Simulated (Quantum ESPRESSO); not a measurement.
Crystal: Al3Cl.

```
CELL_PARAMETERS angstrom
4.00408 0.00000 0.00000
0.00000 4.00408 0.00000
0.00000 0.00000 4.00408
ATOMIC_POSITIONS crystal
Al 0.00000 0.50000 0.50000
Al 0.50000 0.00000 0.50000
Al 0.50000 0.50000 0.00000
Cl 0.00000 0.00000 0.00000
```

The cell was built by a generator and needn't be a form met in nature.

- Program: Quantum ESPRESSO 7.5
- Task: phonons
- Functional: LDA
- Potentials or basis: GBRV 1.5 LDA
- Cutoff: 612 eV
- Density cutoff: 4898 eV
- k mesh: 6 × 6 × 6, shifted
- Occupations: fermi-dirac, width 0.05 eV
- Spin: no spin polarisation
- Form of the LDA correlation: PZ81
- Mixing beta: 0.5
- Most SCF iterations: 120
- SCF threshold: 8e-10 Ry

Where do the zone-centre optical modes lie?

T1u at 93i cm⁻¹ (IR); T2u at 176 cm⁻¹ (silent); T1u at 282 cm⁻¹ (IR). Imaginary frequencies mark an instability of this cell.

Optical modes at Γ, degenerate ones joined:
| cm⁻¹ | components | symmetry | active in |
| --- | --- | --- | --- |
| 93i | 3 | T1u | IR |
| 176 | 3 | T2u | silent |
| 282 | 3 | T1u | IR |

Caveat: the mesh is thin for the phonons of a metal; some modes are imaginary; the cell is more than 3 GPa from zero pressure, which shifts response properties.
